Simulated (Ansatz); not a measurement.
# B₂FGeH₃O: up Jacob's ladder to CCSD(T)

The task here is to estimate one member of a computed series from the others.

The runs use Ansatz 0.2.0, Gaussian basis; functionals in def2-TZVPP, the program's frozen cores in correlated methods.

Levels to be run: LDA (SPW92), PBE-D4, revPBE-D4, BLYP-D4, r2SCAN-D4, B97M-V, PBE0-D4, B3LYP-D4, r2SCANh-D4, r2SCAN0-D4, HSE06-D4, BHLYP-D4, CAM-B3LYP-D4, LC-ωPBE, ωB97X-V, ωB97M-V, B2PLYP, PBE-QIDH; CCSD(T)/def2-SVP; CCSD(T)/def2-TZVPP; MP2/def2-QZVPP; extrapolation to the limit; RPA on PBE.

## The relaxed structure

All runs share one geometry, relaxed beforehand with PBE0-D4 in a triple-zeta def2 set.

SMILES `FB1[BH][GeH2][O]1`, 8 atoms, charge 0, spin multiplicity 1.

Atoms are counted from 1 here; the program's logs count them from 0.

Bond lengths: F1–B2 1.326 Å, B2–B3 1.739 Å, B2–O5 1.353 Å, B3–Ge4 2.067 Å, B3–H6 1.187 Å, Ge4–O5 1.871 Å, Ge4–H7 1.538 Å, Ge4–H8 1.538 Å. Angles: F1–B2–B3 132.8°, F1–B2–O5 121.7°, B3–B2–O5 105.5°, B2–B3–Ge4 79.5°, B2–B3–H6 142.1°, Ge4–B3–H6 138.4°, B3–Ge4–O5 77.6°, B3–Ge4–H7 123.0°, B3–Ge4–H8 123.0°, O5–Ge4–H7 107.0°, O5–Ge4–H8 107.0°, H7–Ge4–H8 110.0°, B2–O5–Ge4 97.4°.

The first run:

in.yaml

```yaml
crystal:
  periodic: [false, false, false]
  atoms:
    - {symbol: F, position_ang: [2.228561, 0.429094, 1.366219]}
    - {symbol: B, position_ang: [1.131095, 0.198557, 0.659120]}
    - {symbol: B, position_ang: [-0.546297, 0.571052, 0.924976]}
    - {symbol: Ge, position_ang: [-0.659165, -0.395507, -0.898339]}
    - {symbol: O, position_ang: [1.174427, -0.446938, -0.528808]}
    - {symbol: H, position_ang: [-1.279465, 1.089672, 1.701760]}
    - {symbol: H, position_ang: [-0.828178, 0.349690, -2.233332]}
    - {symbol: H, position_ang: [-1.128878, -1.852619, -1.047297]}
basis:
  gaussian: {orbitals: def2-TZVPP}
hamiltonian: {xc: lda}
output: {orbitals: {seedname: orbitals}}
```

On the command line:

```sh
$ ansatz run in.yaml --threads 4 --pin off --events-out ev --progress --plain --max-ram 10444MiB
```

Among the steps run: LDA; PBE-D4 (GGA); revPBE-D4 (GGA); BLYP-D4 (GGA); r2SCAN-D4 (meta-GGA); B97M-V (meta-GGA); B3LYP-D4 (hybrid); r2SCANh-D4 (hybrid); r2SCAN0-D4 (hybrid); HSE06-D4 (hybrid); BHLYP-D4 (hybrid); CAM-B3LYP-D4 (range-separated); LC-ωPBE (range-separated); ωB97X-V (range-separated); ωB97M-V (range-separated); B2PLYP (double hybrid); PBE-QIDH (double hybrid).

One table of the session follows, with a row left open; its other results are not shown here.

It belongs to the step «Frontier levels by functional». 

| functional | HOMO (eV) | LUMO (eV) | gap (eV) |
| --- | --- | --- | --- |
| LDA (SPW92) | -6.76 | -4.53 | 2.23 |
| PBE-D4 | -6.61 | -4.26 | 2.36 |
| revPBE-D4 | -6.55 | -4.14 | 2.41 |
| BLYP-D4 | -6.51 | -4.08 | 2.43 |
| r2SCAN-D4 | -6.87 | -4.01 | 2.86 |
| B97M-V | -6.93 | -4.06 | 2.87 |
| PBE0-D4 | -7.82 | -3.30 | 4.51 |
| B3LYP-D4 | -7.63 | -3.49 | 4.14 |
| r2SCANh-D4 | -7.32 | -3.68 | 3.64 |
| r2SCAN0-D4 | -7.98 | -3.17 | 4.80 |
| HSE06-D4 | -7.42 | -3.69 | 3.73 |
| BHLYP-D4 | -8.92 | -2.24 | 6.68 |
| CAM-B3LYP-D4 | -9.17 | -2.13 | 7.04 |
| LC-ωPBE | -10.48 | -0.93 | 9.55 |
| ωB97X-V | ? | ? | ? |
| ωB97M-V | -9.94 | -1.25 | 8.69 |

Estimate the missing values for ωB97X-V.

As computed: HOMO (eV): -10.13; LUMO (eV): -1.04; gap (eV): 9.09. In the column «HOMO (eV)» it lies between LC-ωPBE (-10.48) and ωB97M-V (-9.94).
